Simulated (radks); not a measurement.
# Nuclear size and the levels of P⁺

The task here is to estimate one member of a computed series from the others.

The numbers are computed with radks (a radial shooting solver on a logarithmic mesh, Libxc functionals) version 1 (Dirac Kohn-Sham, PBE, spin-unpolarised, spherical densities, finite nucleus; open shells fill j = l - 1/2 first), except any that are marked as measured or tabulated.

## Starting point

| Quantity | Value |
| --- | --- |
| element | phosphorus (Z = 15) |
| charge | +1 |
| electrons | 14 |
| configuration | [Ne] 3s2 3p2 |
| nuclear rms radius | 3.1889 fm |

Set-up of the first run:

The run's settings:

```text
Z 15
configuration [Ne] 3s2 3p2 4s0 3d0
relativity Dirac
functional pbe,pbe
spin unpolarised
j_filling energy
nucleus finite rms 3.1889 fm
c 137.035999084
```

Among the steps run: rms radius 3.1889 fm.

One table of the session follows, with a row left open; its other results are not shown here.

It belongs to the step «rms radius 3.1889 fm». Sizes of the orbitals, from the radial functions (bohr):

```
level     <r>  outermost maximum (interpolated)  90 % within  nodes
2s1/2  0.5194                             0.419        0.816      1
2p1/2  0.4835                             0.353        0.809      0
2p3/2  0.4857                             0.355        0.812      0
3s1/2   1.821                              1.55         2.74      2
3p1/2   2.133                              1.75         3.30      1
3p3/2   2.140                              1.76         3.31      1
3d3/2   3.803                              2.84         6.24      0
3d5/2       ?                                 ?            ?      ?
```

**Question.** Estimate the row for 3d5/2.

**Answer.** <r>: 3.804; outermost maximum (interpolated): 2.84; 90 % within: 6.24; nodes: 0. In the column «<r>» it is the highest.
